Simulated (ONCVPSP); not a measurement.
# An ONCV potential for Br, from input to tests

Do these settings give a usable potential? It is generated, then checked for transferability, scattering, ghosts and hardness.

Method: ONCVPSP 4.0.1, PBEsol, scalar-relativistic.

## Step 1: The design

Typed settings, in words:

```json
{
  "element": "bromine (Br, Z = 35)",
  "type": "optimised norm-conserving Vanderbilt (ONCV)",
  "frozen core": "[Ne]",
  "valence charge": "25",
  "reference configuration": "3s2 3p6 3d10 4s2 4p4 (charge +1)",
  "partial waves": "3s+4s: rc 1.00 bohr, ncon 4, nbas 7, qcut 14.9 1/bohr, 2 projectors; 3p+4p: rc 0.95 bohr, ncon 4, nbas 8, qcut 11.9 1/bohr, 2 projectors; 3d: rc 0.90 bohr, ncon 4, nbas 9, qcut 18.4 1/bohr, 2 projectors, debl 2 Ha",
  "local potential": "polynomial inside 0.60 bohr (lpopt 5, dvloc0 0 Ha)",
  "core correction": "Teter function, fcfact 2, rcfact 1.7"
}
```

The outer shells as boxes (Hund's rule for the drawing; the calculation is spin-unpolarised):

```
[Ne] core
3s [↑↓]
3p [↑↓][↑↓][↑↓]
3d [↑↓][↑↓][↑↓][↑↓][↑↓]
4s [↑↓]
4p [↑↓][↑ ][↑ ]
```

The nodes and maxima of the atom's own shells, from an earlier all-electron run, set the scale for the radii.

All-electron outer shells of the reference configuration (PBEsol, scalar-relativistic, ld1.x):

```
shell  level (eV)  outermost node (bohr)  outermost maximum (bohr)
   2s    -1743.10                   0.06                      0.16
   2p    -1539.15                      –                      0.13
   3s     -248.85                   0.23                      0.48
   3p     -184.47                   0.21                      0.48
   3d      -77.91                      –                      0.43
   4s      -30.40                   0.67                      1.41
   4p      -17.48                   0.70                      1.62
```

## Step 2: The generation run

Br.dat

```
# ATOM AND REFERENCE CONFIGURATION
# atsym  z   nc   nv     iexc    psfile
  Br 35.00    3    5  -116133      upf
#
#   n    l    f
    1    0    2.00
    2    0    2.00
    2    1    6.00
    3    0    2.00
    3    1    6.00
    3    2   10.00
    4    0    2.00
    4    1    4.00
#
# PSEUDOPOTENTIAL AND OPTIMIZATION
# lmax
    2
#
#   l,   rc,      ep,       ncon, nbas, qcut
    0    1.00    0.00    4    7   14.90
    1    0.95    0.00    4    8   11.90
    2    0.90    0.00    4    9   18.40
#
# LOCAL POTENTIAL
# lloc, lpopt,  rc(5),   dvloc0
    4    5    0.60    0.00
#
# VANDERBILT-KLEINMAN-BYLANDER PROJECTORs
# l, nproj, debl
    0    2    4.00
    1    2    1.30
    2    2    2.00
#
# MODEL CORE CHARGE
# icmod, fcfact, rcfact
    3    2.00    1.70
#
# LOG DERIVATIVE ANALYSIS
# epsh1, epsh2, depsh
  -11.00    5.00    0.04
#
# OUTPUT GRID
# rlmax, drl
    6.00    0.01
#
# TEST CONFIGURATIONS
# ncnf
    4
# nvcnf
#   n    l    f
    5
    3    0    2.00
    3    1    6.00
    3    2   10.00
    4    0    2.00
    4    1    5.00
#
    5
    3    0    2.00
    3    1    6.00
    3    2   10.00
    4    0    2.00
    4    1    3.00
#
    5
    3    0    2.00
    3    1    6.00
    3    2   10.00
    4    0    2.00
    4    1    2.00
#
    5
    3    0    2.00
    3    1    6.00
    3    2    9.00
    4    0    2.00
    4    1    6.00
#
```

Started as:

```bash
$ oncvpsp.x < Br.dat > Br.out
```

Before running it: what results should come out? Wanted: cutoffs for 1 and 0.1 mHa per electron, occupied waves; bound ghosts; GHOST(+) flags; largest miss of a reference level; largest test error; largest phase difference near zero energy, channels read; rms error of d²Exc/dn², without and with the model core; projector energies reset by the program.

The runs gave:

```
                                                quantity                              value
  cutoffs for 1 and 0.1 mHa per electron, occupied waves                  135 Ha and 149 Ha
                                            bound ghosts                    p at -866.01 eV
                                          GHOST(+) flags                 none at low energy
                       largest miss of a reference level                        89 meV (3p)
                            largest test error (AE − PS)  +143 meV, for 3s2 3p6 3d9 4s2 4p6
largest phase difference near zero energy, channels read                          0.001 rad
 rms error of d²Exc/dn², without and with the model core                  2.57 and 1.53 mHa
                 projector energies reset by the program                d: -2.863, 0.250 Ha
```

A bound ghost (p) makes it unfit for use: electrons can fall into a state that the atom doesn't have. Already in the reference configuration the 3p level is off by 89 meV. The worst unpolarised test, 3s2 3p6 3d9 4s2 4p6, is off by 143 meV on 51.8 eV; by total energies transferability rates as fair for so large an energy. That test lies far up in energy; among those under 40 eV, nearer to bonding, the largest error is 4.4 meV. It counts as very hard, with 135 Ha needed at the looser tolerance. At the looser tolerance the 3d wave is the slowest; 3s needs 67 Ha. Near zero energy the phases of the channels with partial waves agree within 0.001 rad. All of this concerns the isolated atom, not yet a solid.
